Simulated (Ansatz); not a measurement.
Runs of Ansatz 0.2.0 on Hf2Pd2Se2Br2O3. The typed cell holds 11 atoms: a = 5.607 Å, b = 5.574 Å, c = 8.642 Å, α = 75.02°, β = 81.24°, γ = 74.12°. The cell was built by a generator and needn't be a form met in nature.

```tsv
task	level	U	gap on the mesh (eV)	pressure (GPa)	largest force (eV/Å)
single point	PBE+U	Hf d U = 3 eV, Pd d U = 3 eV	none	(a)	(c)
band structure	RPBE	-	-	2.5	0.20
single point	PBE	-	none	(b)	0.05
single point	PBE+U	Hf d U = 6 eV, Pd d U = 6 eV	none	2.9	0.69
```

Alike in all rows: potentials or basis all-electron LAPW, scalar-relativistic; no spin polarisation; cell as given; k mesh 4 × 4 × 3; cutoff (eV) 481; smearing fermi-dirac 0.05 eV; basis error allowed 0.002 eV/atom.

Q: Estimate the missing entries.

A: (a) 1.4; (b) 0.2; (c) 0.32.

Caveats: the k mesh is thin for a metal, which can move the energy by tens of meV per atom; U is the effective U less J, on atomic orbitals that reach past the spheres (some runs); U without spin polarisation on a metal has little footing (some runs); spin-orbit coupling is left out, which moves the levels of the heavy elements (some runs).

A k mesh can miss the band edges, and the runs leave out spin-orbit coupling on Br, Hf, Pd, Se.

A gap of «none» marks a metal or a gap under the smearing width.
